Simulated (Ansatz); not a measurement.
Working through a single point in a Gaussian basis of C2HClOSe, SMILES ClC1=C([SeH])O1

With Ansatz 0.2.0 through its Python package.

Run as a notebook:

In [1]:
```python
import ansatz
from ase import Atoms
```

In [2]:
```python
atoms = Atoms(['Cl', 'C', 'C', 'Se', 'O', 'H'], positions=[
    (1.7698, -1.9142, -0.8599),
    (0.5554, -1.007, 0.1095),
    (-0.1173, 0.1488, 0.4061),
    (-0.3103, 2.022, 0.0975),
    (-0.3618, -1.0034, 1.1091),
    (-1.4937, 1.6899, -0.9084),
])
geometry = ansatz.Crystal.molecule_from_ase(atoms)
```

In [3]:
```python
calc = (
    geometry.calculation()
    .basis(gaussian='def2-SVPD')
    .correlation('mp2')
)
summary = calc.session().plan(threads=1).execute().report
```

In [4]:
```python
for key in ('converged', 'free_energy_ev', 'reference_energy_ev', 'n_frozen', 'n_occupied', 'n_virtual'):
    print(f'{key:22s} {summary[key]}')
```
```text
converged              True
free_energy_ev         -81922.13543063129
reference_energy_ev    -81898.93567859866
n_frozen               17
n_occupied             [19, 19]
n_virtual              [103, 103]
```

In [5]:
```python
parts = summary['correlation']
for name in ('random_phase', 'coupled_cluster', 'perturbative'):
    if name in parts:
        print(f'{name:16s} {parts[name]["energy"]["hartree"]:12.7f} Ha')
if 'second_order' in parts:
    pair = parts['second_order']
    print(f'MP2 same spin {pair["same_spin"]["hartree"]:.7f} Ha, opposite spin {pair["opposite_spin"]["hartree"]:.7f} Ha')
```
```text
MP2 same spin -0.2411493 Ha, opposite spin -0.6114258 Ha
```

In [6]:
```python
field = summary['mean_field']
print('<S^2> =', round(abs(field['state']['spin_squared']), 4), ' relativity:', field['relativity'])
print('passes:', field['passes'])
if 'symmetry' in field:
    print('occupied orbitals by irrep:', field['symmetry']['occupied'])
```
```text
<S^2> = 0.0  relativity: none
passes: {'evaluations': 23, 'products': 74}
occupied orbitals by irrep: [{'A': 36}, {'A': 36}]
```

Caveats:
- Total energies depend on the basis set; only differences at equal settings carry meaning.
- The geometry is a force-field or estimated start, not a minimum of this method, and the basis set is short of its limit.
- S² is that of the Hartree-Fock reference.
- Wall time of the script: 6.9 s on 1 thread of Arm Neoverse V2 (shared host), peak memory 0.44 GiB.

(Lines on the test bed's own set-up are left out of the output.)
